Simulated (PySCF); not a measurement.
# I: excitation energy in def2-TZVPPD with ECP28

Each state of iodine is computed at each level; their differences give the excitation energy. How far do the methods differ?

Program: PySCF 2.14.0. Level of theory: unrestricted determinants in a Gaussian basis, no spin-orbit coupling in the energies. These are calculated values, not measurements, unless marked.

### 1 The system

```
Element                                   : iodine (Z = 53)
Basis                                     : def2-TZVPPD with the def2 core potential (28 electrons) (7s6p4d2f, 59 functions)
Hamiltonian                               : scalar relativity through the core potential
State 1                                   : I: [Kr] 4d10 5s2 5p4 6s1, high-spin 4P determinant (an excited configuration)
Needed too, but not shown                 : I [Kr] 4d10 5s2 5p5 (2P)
Methods                                   : CCSD(T)
Core shells frozen in the correlated runs : valence and next inner shell: nothing (for I)
```

Outer shells as boxes (Hund's rule):

I [Kr] 4d10 5s2 5p4 6s1
```
[Kr] core
4d [↑↓][↑↓][↑↓][↑↓][↑↓]
5s [↑↓]
5p [↑↓][↑ ][↑ ]
6s [↑ ]
```

The runs were made by one driver on top of PySCF. The scripts below sum up each run's settings (the driver also hands on starting orbitals that pick excited configurations, and frozen orbitals as a list rather than a count), and the logs come from the driver's own runs. The driver starts from symmetry-adapted Hartree-Fock orbitals, holds the occupation by maximum overlap and uses a logarithmic radial grid for functionals, so a plain start would take other cycles.

The integrals over 59 functions and the set-up took 0.25 s of CPU time.

### 2 I [Kr] 4d10 5s2 5p4 6s1: CCSD(T) (valence and next inner shell)

**CCSD(T) (valence and next inner shell)**

Input file input.py:

```python
from pyscf import gto, scf, dft, mp, cc
import basis_set_exchange as bse
txt = bse.get_basis("def2-TZVPPD", elements=["I"], fmt="nwchem", header=False)
cut = txt.index("\nECP")
mol = gto.M(atom="I 0 0 0", charge=0, spin=3, symmetry="D2h",
            basis=gto.basis.parse(txt[:cut]),
            ecp={"I": gto.basis.parse_ecp(txt[cut:])})
mf = scf.UHF(mol)
mf.irrep_nelec = {'Ag': (5, 4), 'B1g': (1, 1), 'B2g': (1, 1), 'B3g': (1, 1), 'B1u': (2, 1), 'B2u': (2, 2), 'B3u': (2, 1)}
mf.kernel()
mycc = cc.CCSD(mf, frozen=0).run()
mycc.ccsd_t()
```

What does the calculation give?

The runs gave:

| quantity | value |
| --- | --- |
| excitation energy, I → [Kr] 4d10 5s2 5p4 6s1 | UHF 6.649, CCSD(T) (valence and next inner shell) 6.994 eV |

Each level's miss (mean over 1 difference):

```
                                method  mean absolute miss against CCSD(T) (valence and next inner shell) (eV)
                                   UHF                                                                   0.345
    MP2 (valence and next inner shell)                                                                   0.010
SCS-MP2 (valence and next inner shell)                                                                   0.089
   CCSD (valence and next inner shell)                                                                   0.001
CCSD(T) (valence and next inner shell)                                                                   0.000
```

What this shows: The methods span 0.434 eV, from UHF (6.649) to SCS-MP2 (valence and next inner shell) (7.083). No reference value is at hand in this session. The basis is finite, and no extrapolation was made.
